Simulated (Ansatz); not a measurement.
# GaBGeH (quartet): wave-function methods side by side, cc-pVDZ

Aim: climb from Hartree-Fock through coupled cluster for GaBGeH (quartet) at one geometry and basis, and see what each rung misses.

Method: cc-pVDZ, core rule «outside noble gas», up to 29 orbitals frozen; program: Ansatz 0.2.0, Gaussian basis.

Plan: UHF; CCSD(T) on ROHF; CCSD(T) on UHF; BCCD(T) on ROHF; CISD; CCSDT(Q) on ROHF; CCSDT(Q) on UHF.

37 further runs of the same task are left out: 1 for a known fault of the program, 2 for a mislabelled method, 17 that didn't finish, 17 set aside as unsound or not needed.

### 1 The system

The geometry is a PBE0/def2-TZVP stationary point (not a proven minimum) of the parent state, kept for this charge and spin. No spin-orbit coupling is included. The filled d shell of Ge, Ga may be among the frozen orbitals whatever the setting's name suggests; the logs give the count.

4 atoms, charge 0, spin multiplicity 4.

Atoms are counted from 1 here; the program's logs count them from 0.

Bond lengths: B1–Ge2 1.894 Å, B1–Ga3 1.989 Å, Ge2–Ga3 2.532 Å, Ga3–H4 1.555 Å. Angles: Ge2–B1–Ga3 81.4°, B1–Ge2–Ga3 51.0°, B1–Ga3–Ge2 47.7°, B1–Ga3–H4 159.5°, Ge2–Ga3–H4 152.8°.

### 2 UHF

Input file in.yaml:

```yaml
crystal:
  periodic: [false, false, false]
  atoms:
    - {symbol: B, position_ang: [0.000000, -1.370482, 0.096984]}
    - {symbol: Ge, position_ang: [0.000000, 0.130907, 1.251342]}
    - {symbol: Ga, position_ang: [0.000000, 0.065420, -1.279968]}
    - {symbol: H, position_ang: [0.000000, 0.739999, -2.681488]}
basis:
  gaussian: {orbitals: cc-pVDZ}
magnetization: {spin_polarized: true, initial_magnetization: 3}
hamiltonian: {xc: hf}
output: {orbitals: {seedname: orbitals}}
```

The run is started by

```bash
> ansatz run in.yaml --threads 1 --pin off --events-out ev --progress --plain --max-ram 2393MiB
```

After this run come: CCSD(T) on ROHF; CCSD(T) on UHF; BCCD(T) on ROHF; CISD; CCSDT(Q) on ROHF; CCSDT(Q) on UHF.

Q: Predict the results of all the runs planned. Wanted: UCCSDT(Q) below the RHF energy; RMP2 from UCCSDT(Q); UMP2 from UCCSDT(Q); RCCSD from UCCSDT(Q); RCCSD(T) from UCCSDT(Q); UCCSD(T) from UCCSDT(Q); RCCSDT(Q) from UCCSDT(Q); T1 diagnostic.

The runs gave:

```
                         quantity                      value
   UCCSDT(Q) below the RHF energy                 -6.2437 eV
              RMP2 from UCCSDT(Q)            +29.66 kcal/mol
              UMP2 from UCCSDT(Q)            +31.27 kcal/mol
             RCCSD from UCCSDT(Q)             +8.68 kcal/mol
          RCCSD(T) from UCCSDT(Q)             +1.86 kcal/mol
          UCCSD(T) from UCCSDT(Q)             +1.81 kcal/mol
         RCCSDT(Q) from UCCSDT(Q)             +0.17 kcal/mol
levels within 1 kcal/mol (43 meV)  RCCSDT, UCCSDT, RCCSDT(Q)
                    T1 diagnostic                      0.042
```

In words: RCCSD(T) misses by +1.86 kcal/mol, 1.3 % of the correlation energy. These misses are within one basis, not against nature; the frozen cores of restricted and unrestricted runs differ, which can shift their rows.
